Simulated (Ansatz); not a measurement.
# ScPd: the cost of one run

Program: Ansatz 0.2.0. Level of theory: DFT PBEsol, frozen-core PAW, scalar-relativistic unless said. These are calculated values, not measurements.

1 further run of the same task is left out (set aside as unsound or not needed).

## Step 1: The starting structure

It takes space group Pm-3m (No. 221, cubic). Conventional cell: a = 3.283 Å, b = 3.283 Å, c = 3.283 Å, α = 90.00°, β = 90.00°, γ = 90.00°. Around Sc (site symmetry m-3m) lie 8 Pd at 2.84 Å. Pd (site symmetry m-3m) is surrounded by 8 Sc at 2.84 Å.

As a file:

```
CELL_PARAMETERS angstrom
3.28300 0.00000 0.00000
0.00000 3.28300 0.00000
0.00000 0.00000 3.28300
ATOMIC_POSITIONS crystal
Sc 0.50000 0.50000 0.50000
Pd 0.00000 0.00000 0.00000
```

Cartesian axes are those of the input's lattice vectors. The structure goes back to a database entry.

## Step 2: Cell and atoms relaxed, PAW

Contents of input.yaml:

```yaml
crystal:
  lattice:
    - [3.283, 0.0, 0.0]
    - [0.0, 3.283, 0.0]
    - [0.0, 0.0, 3.283]
  atoms:
    - { symbol: Sc, position: [0.5, 0.5, 0.5] }
    - { symbol: Pd, position: [0.0, 0.0, 0.0] }
kpoints:
  mp_grid: { grid: [14, 14, 14] }
scf:
  occupations: { method: fermi_dirac, width: 0.1 }
hamiltonian:
  xc: pbesol
  pseudopotentials: { kind: paw }
relax:
  f_tol: 0.002
  max_steps: 80
  cell: {}
output:
  forces: true
  stress: true
  write_density: true
  write_potential: true
  elf: true
  volumetric_format: npy
```

Started as:

```
ansatz run input.yaml --threads 1 --pin off --max-ram 2560MiB --backend cpu --events-out ev --progress --plain --runs-dir out
```

What time and memory should one allow on 1 thread of Intel Xeon Platinum 8488C (Sapphire Rapids), shared host?

About 15 s, with a peak of 0.45 GiB.
